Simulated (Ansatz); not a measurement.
**C₃H₁₀BN: up Jacob's ladder to CCSD(T)**

How much do the methods differ for C₃H₁₀BN? The plan is to run it at one geometry with functionals of several rungs and with coupled cluster. The yardstick is the atomisation energy at the CCSD(T) limit.

Program: Ansatz 0.2.0, Gaussian basis. Level of theory: functionals in def2-TZVPP, the program's frozen cores in correlated methods. These are calculated values, not measurements.

The runs, in order: LDA (SPW92), PBE-D4, revPBE-D4, BLYP-D4, r2SCAN-D4, B97M-V, PBE0-D4, B3LYP-D4, r2SCANh-D4, r2SCAN0-D4, HSE06-D4, BHLYP-D4, CAM-B3LYP-D4, LC-ωPBE, ωB97X-V, ωB97M-V, B2PLYP, PBE-QIDH; CCSD(T)/def2-SVP; CCSD(T)/def2-TZVPP; MP2/def2-QZVPP; extrapolation to the limit; RPA on PBE.

## (1) The relaxed structure

All runs share one geometry, relaxed beforehand with PBE0-D4 in a triple-zeta def2 set.

SMILES `CBN(C)C`, 15 atoms, charge 0, spin multiplicity 1.

Atoms are counted from 1 here; the program's logs count them from 0.

Bond lengths: C1–B2 1.570 Å, C1–H6 1.096 Å, C1–H7 1.096 Å, C1–H8 1.092 Å, B2–N3 1.395 Å, B2–H9 1.204 Å, N3–C4 1.445 Å, N3–C5 1.443 Å, C4–H10 1.088 Å, C4–H11 1.097 Å, C4–H12 1.097 Å, C5–H13 1.087 Å, C5–H14 1.097 Å, C5–H15 1.097 Å. Angles: B2–C1–H6 109.5°, B2–C1–H7 109.5°, B2–C1–H8 116.7°, H6–C1–H7 105.2°, H6–C1–H8 107.7°, H7–C1–H8 107.7°, C1–B2–N3 125.7°, C1–B2–H9 118.8°, N3–B2–H9 115.6°, B2–N3–C4 122.2°, B2–N3–C5 125.5°, C4–N3–C5 112.2°, N3–C4–H10 109.8°, N3–C4–H11 111.0°, N3–C4–H12 111.0°, H10–C4–H11 108.8°, H10–C4–H12 108.8°, H11–C4–H12 107.5° and more.

## (2) LDA

This LDA is Slater exchange with PW92 correlation.

The input, in.yaml:

```yaml
crystal:
  periodic: [false, false, false]
  atoms:
    - {symbol: C, position_ang: [-1.962712, 0.400356, -0.812386]}
    - {symbol: B, position_ang: [-0.685392, -0.497951, -0.651723]}
    - {symbol: N, position_ang: [0.432197, -0.191258, 0.124389]}
    - {symbol: C, position_ang: [1.571255, -1.075373, 0.218469]}
    - {symbol: C, position_ang: [0.603220, 1.005570, 0.913012]}
    - {symbol: H, position_ang: [-2.121290, 0.623332, -1.873577]}
    - {symbol: H, position_ang: [-2.848639, -0.165020, -0.501596]}
    - {symbol: H, position_ang: [-1.967543, 1.347983, -0.270322]}
    - {symbol: H, position_ang: [-0.639170, -1.548829, -1.236957]}
    - {symbol: H, position_ang: [1.401439, -1.962750, -0.388587]}
    - {symbol: H, position_ang: [1.742823, -1.385456, 1.256511]}
    - {symbol: H, position_ang: [2.484076, -0.577906, -0.131379]}
    - {symbol: H, position_ang: [-0.265443, 1.653852, 0.826963]}
    - {symbol: H, position_ang: [0.746296, 0.757243, 1.971511]}
    - {symbol: H, position_ang: [1.487083, 1.565506, 0.584672]}
basis:
  gaussian: {orbitals: def2-TZVPP}
hamiltonian: {xc: lda}
output: {orbitals: {seedname: orbitals}}
```

Started as:

```sh
$ ansatz run in.yaml --threads 2 --pin off --events-out ev --progress --plain --max-ram 32768MiB --backend cpu
```

After this run come: PBE-D4 (GGA); revPBE-D4 (GGA); BLYP-D4 (GGA); r2SCAN-D4 (meta-GGA); B97M-V (meta-GGA); B3LYP-D4 (hybrid); r2SCANh-D4 (hybrid); r2SCAN0-D4 (hybrid); HSE06-D4 (hybrid); BHLYP-D4 (hybrid); CAM-B3LYP-D4 (range-separated); LC-ωPBE (range-separated); ωB97X-V (range-separated); ωB97M-V (range-separated); B2PLYP (double hybrid); PBE-QIDH (double hybrid); CCSD(T) in def2-SVP; CCSD(T) in def2-TZVPP; MP2 in def2-QZVPP; RPA on PBE orbitals.

**Question.** What will the summary of the whole plan be? Wanted: atomisation energy, CCSD(T)/CBS; farthest beyond LDA; mean size of error, GGA; mean size of error, meta-GGA; mean size of error, hybrid; mean size of error, range-separated; mean size of error, double hybrid; gap, smallest and largest; T1 diagnostic.

As calculated:

```
                               quantity                                                                                  value
        atomisation energy, CCSD(T)/CBS                                                                          5775.1 kJ/mol
 functionals within 28.9 kJ/mol (0.5 %)  revPBE-D4, BLYP-D4, r2SCAN-D4, B97M-V, r2SCANh-D4, LC-ωPBE, ωB97X-V, B2PLYP, PBE-QIDH
                    farthest beyond LDA                                                                 PBE-D4 (+118.9 kJ/mol)
                mean size of error, GGA                                                                            45.6 kJ/mol
           mean size of error, meta-GGA                                                                            23.8 kJ/mol
             mean size of error, hybrid                                                                            43.4 kJ/mol
    mean size of error, range-separated                                                                            32.6 kJ/mol
      mean size of error, double hybrid                                                                            16.9 kJ/mol
              gap, smallest and largest                                              5.58 eV (LDA (SPW92)), 12.75 eV (LC-ωPBE)
                          T1 diagnostic                                                                                 0.0116
triples share of the correlation energy                                                                                  3.7 %
```

**Reading.** The LDA atomisation energy is off by 782.8 kJ/mol (14 %): it overbinds. PBE-D4 misses by +118.9 kJ/mol. Double hybrids carry the basis error of their MP2 part in triple zeta, and no dispersion term here, so their miss is partly the set-up's. The rungs double hybrid, meta-GGA miss on average by less than the doubt on the reference (28.9 kJ/mol), so they tie. The reference freezes the cores and leaves out relativity and excitations past (T), so misses under about 28.9 kJ/mol can't be ranked. Hartree-Fock recovers 75 % of the binding; the rest is correlation. CCSD(T) in def2-SVP is off by -226.2 kJ/mol, more than most functionals: a good method in a small basis is no reference. Orbital gaps span 5.6 to 12.8 eV; exact exchange widens them.
